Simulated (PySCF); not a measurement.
# C3H3BCl2: the cost of one run

Computed with PySCF 2.14.0, with density-fitted response routines of our own, on a single molecule in the gas phase. Atoms are numbered from 0 throughout.

## (1) The molecule as given

9 atoms, charge 0, multiplicity 1; geometry from: GFN2-xTB. The atoms were then displaced at random by about 0.01 Å, so the start is not that level's minimum.

Bonds of the start (Å): C0–C1 1.21, C1–C2 1.47, C2–B3 1.56, B3–Cl4 1.72, B3–Cl5 1.73, C0–H6 1.05, C2–H7 1.09, C2–H8 1.09.

## (2) Optimising the geometry at PBE0-D3(BJ)/def2-SVP

The job: settings as JSON, then the geometry in Å.

```
{"job": {"xc": "PBE0", "basis": "def2-SVP", "d3": "d3bj", "grid": 1, "shake": 0.01, "kind": "geom"}, "charge": 0, "multiplicity": 1}
C      2.110740     0.432090    -0.258310
C      1.034150     0.080070     0.169360
C     -0.272190    -0.362910     0.666390
B     -1.333020    -0.020790    -0.422560
Cl    -1.981820     1.565690    -0.579650
Cl    -1.926040    -1.224140    -1.508750
H      3.033950     0.774150    -0.617010
H     -0.420770     0.164000     1.614030
H     -0.187200    -1.425310     0.902770
```

On the command line:

```console
$ OMP_NUM_THREADS=1 python probes_run.py task.json out
```

This one command runs all jobs of the session in turn.

Q: Estimate the wall time and peak memory of this first job on 1 thread of Intel Xeon 6975P-C, shared host.

About 16 s, with a peak of 0.45 GiB.
